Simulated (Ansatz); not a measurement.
Predict the output of the script below (the Ansatz DFT code, driven from Python).

`ecut.py`
```python
"""Convergence of BaAlSn with the plane-wave cutoff."""

import warnings

import ansatz as az
from tabulate import tabulate


def main() -> None:
    warnings.simplefilter("ignore", az.DeckWarning)

    system = (
        az.Lattice.from_parameters(4.696504, 4.696504, 5.177444, alpha=90, beta=90, gamma=120)
        .space_group(187)
        .atom("Ba", [2 / 3, 1 / 3, 0.0])
        .atom("Al", [0.0, 0.0, 0.5])
        .atom("Sn", [1 / 3, 2 / 3, 0.5])
    )

    setup = (
        system.calculation()
        .functional(az.Functional.PBESOL)
        .kpoints(mesh=(8, 8, 7))
        .occupations(az.OccupationsMethod.METHFESSEL_PAXTON, width=0.05)
        .stress()
    )

    rows = []
    for value in [300, 375, 450, 525, 600]:
        data = setup.basis(value).run(threads=1, backend="cpu").report
        rows.append((value, data["free_energy_ev"] / len(data["lattice"]["sites"]), data["n_iterations"], sum(data["stress_gpa"][i][i] for i in range(3)) / 3, data["n_pw"]))

    print(tabulate(rows, headers=["cutoff (eV)", "F/atom (eV)", "iterations", "P (GPa)", "plane waves"], floatfmt=".4f", tablefmt="plain"))

    # differences from the last row
    for row in rows[:-1]:
        shift = 1000 * (row[1] - rows[-1][1])
        print(f"{row[0]}: {shift:+.2f} meV/atom" + ("  (within 2 meV)" if abs(shift) < 2 else ""))


if __name__ == "__main__":
    main()
```

```console
$ python ecut.py
  cutoff (eV)    F/atom (eV)    iterations    P (GPa)    plane waves
          300     -4112.7563             7    -1.8350           1155
          375     -4112.7825             7    -1.9388           1631
          450     -4112.7839             7    -1.9452           2135
          525     -4112.7841             7    -1.9455           2677
          600     -4112.7841             7    -1.9457           3297
300: +27.83 meV/atom
375: +1.64 meV/atom  (within 2 meV)
450: +0.19 meV/atom  (within 2 meV)
525: +0.06 meV/atom  (within 2 meV)
```

From 375 eV on it stays within 2 meV an atom of the value at 600 eV; the first row (300 eV) is off by 27.8 meV and the last but one by 0.06 meV. The energy falls steadily, as expected when plane waves are added. The pressure moves from -1.83 to -1.95 GPa (the program's stress holds a Pulay correction, so it settles early). The last run costs about 2.4 times the first.

Reading the output:
- Pressure is positive in compression.
- The structure comes from a database of computed cells and needn't be a stable or known phase.
- Shifts are counted from the last row, which is itself no proven limit.
- The script silences the warnings on its input, which a real study should read.
- Finished in 26 s on 1 thread of Intel(R) Xeon(R) Platinum 8488C (Sapphire Rapids), with other jobs on the host, peak memory 0.53 GiB.
